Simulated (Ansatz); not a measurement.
**GeF+ (singlet): wave-function methods side by side at distance Ge1–F2 = 1.334 Å, cc-pVDZ**

Aim: climb from Hartree-Fock through coupled cluster and multireference methods for GeF+ (singlet) at one geometry and basis, and see what each rung misses.

Program: Ansatz 0.2.0, Gaussian basis. Level of theory: cc-pVDZ, core rule «outside noble gas», up to 15 orbitals frozen. These are calculated values, not measurements.

To be run: UHF; CCSD(T) on RHF; BCCD(T) on RHF; CISD; CCSDT(Q) on RHF; CCSDTQ on RHF; CASSCF and MRCISD+Q, 2 electrons in 2 orbitals; CASSCF and NEVPT2, 2 electrons in 2 orbitals.

41 further runs of the same task are left out: 18 for a known fault of the program, 20 that didn't finish, 3 set aside as unsound or not needed.

### 1 The geometry

The geometry derives from a PBE0/def2-TZVP stationary point (not a proven minimum). One bond is set to the value named and the two fragments are kept rigid. No spin-orbit coupling is included. The filled d shell of Ge may be among the frozen orbitals whatever the setting's name suggests; the logs give the count.

2 atoms, charge 1, spin multiplicity 1.

Atoms are counted from 1 here; the program's logs count them from 0.

Bond lengths: Ge1–F2 1.334 Å.

### 2 UHF

Input file in.yaml:

```yaml
crystal:
  periodic: [false, false, false]
  atoms:
    - {symbol: Ge, position_ang: [0.000000, 0.000000, 0.000000]}
    - {symbol: F, position_ang: [0.000000, 0.000000, 1.334000]}
basis:
  gaussian: {orbitals: cc-pVDZ}
total_charge: 1
magnetization: {spin_polarized: true, initial_magnetization: 0}
hamiltonian: {xc: hf}
output: {orbitals: {seedname: orbitals}}
```

On the command line:

```
> ansatz run in.yaml --threads 1 --pin off --events-out ev --progress --plain --max-ram 2393MiB
```

The runs that follow: CCSD(T) on RHF; BCCD(T) on RHF; CISD; CCSDT(Q) on RHF; CCSDTQ on RHF; CASSCF and MRCISD+Q, 2 electrons in 2 orbitals; CASSCF and NEVPT2, 2 electrons in 2 orbitals.

**Question.** What will the summary of the whole plan be? Wanted: RCCSDTQ below the RHF energy; RMP2 from RCCSDTQ; RCCSD from RCCSDTQ; RCCSD(T) from RCCSDTQ; RCCSDT(Q) from RCCSDTQ; NEVPT2 pair from RCCSDTQ; MRCISD+Q pair from RCCSDTQ; T1 diagnostic.

**Answer**, as computed:

| quantity | value |
| --- | --- |
| RCCSDTQ below the RHF energy | -6.8279 eV |
| RMP2 from RCCSDTQ | +10.40 kcal/mol |
| RCCSD from RCCSDTQ | +3.20 kcal/mol |
| RCCSD(T) from RCCSDTQ | +0.42 kcal/mol |
| RCCSDT(Q) from RCCSDTQ | -0.02 kcal/mol |
| NEVPT2 pair from RCCSDTQ | +10.80 kcal/mol |
| MRCISD+Q pair from RCCSDTQ | +1.78 kcal/mol |
| levels within 1 kcal/mol (43 meV) | RCCSD(T), BCCD(T), RCCSDT, RCCSDT(Q) |
| T1 diagnostic | 0.014 |

In words: RCCSD(T) lands +0.42 kcal/mol from the yardstick (0.3 % of the correlation energy). Of the multireference levels listed MRCISD+Q pair comes nearest in total energy (+1.78 kcal/mol), which doesn't show that its space is the better one. These misses are within one basis, not against nature.
